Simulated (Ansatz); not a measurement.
Set up this calculation in Ansatz 0.2.0, as the native input.

```
Task                : density of states
Functional          : PBEsol
Potentials or basis : Ansatz PAW
Cutoff              : 420 eV (not typed: the program's choice for these potentials)
k mesh              : 8 × 8 × 4
Occupations         : fermi-dirac, width 0.05 eV
Spin                : no spin polarisation
```

Ta4O:

```xyz
5
Lattice="3.2575 0.0000 0.0000 0.0000 3.2575 0.0000 0.0000 0.0000 7.4093" Properties=species:S:1:pos:R:3 pbc="T T T"
Ta    0.0000    0.0000    0.0000
Ta    1.6287    1.6287    1.6067
Ta    1.6287    1.6287    5.8027
Ta    0.0000    0.0000    3.7047
O     1.6287    1.6287    3.7047
```

The cell comes from a database or a generator and needn't be the stable form of this composition.

The input as run:

input.yaml

```yaml
crystal:
  lattice:
    - [3.257497, 0.0, 0.0]
    - [0.0, 3.257497, 0.0]
    - [0.0, 0.0, 7.409341]
  atoms:
    - { symbol: Ta, position: [0.0, 0.0, 0.0] }
    - { symbol: Ta, position: [0.5, 0.5, 0.216842] }
    - { symbol: Ta, position: [0.5, 0.5, 0.783158] }
    - { symbol: Ta, position: [0.0, 0.0, 0.5] }
    - { symbol: O, position: [0.5, 0.5, 0.5] }
hamiltonian:
  xc: pbesol
  pseudopotentials: { kind: paw }
kpoints:
  mp_grid: { grid: [8, 8, 4] }
scf:
  occupations: { method: fermi_dirac, width: 0.05 }
  n_extra_bands: 12
output:
  forces: true
  stress: true
  eigenvalues: true
  dos: { projected: false, de: 0.05, nscf_kmesh: { grid: [12, 12, 6] } }
```

Potentials or basis: Ansatz PAW.

The run is started by

```console
$ ansatz run input.yaml --threads 2 --pin off --max-ram 5632MiB --backend cpu --events-out ev --progress --plain --runs-dir out
```

It gave:

- Pressure: -8.1 GPa
- Largest force: 0.023 eV/Å
- Band gap on the k mesh: none (metal or under the smearing width)
- Density of states at the Fermi level: 2.28 states/eV per cell

Caveat: the PAW data sets come from PBE, with cores solved anew for the run's functional, which leaves a small shift of forces and pressure; the density of states is complete only up to the lowest level of the last band computed.

Run time: 7.4 s on 2 threads of Arm Neoverse V2, on a shared host, peak memory 0.42 GiB.
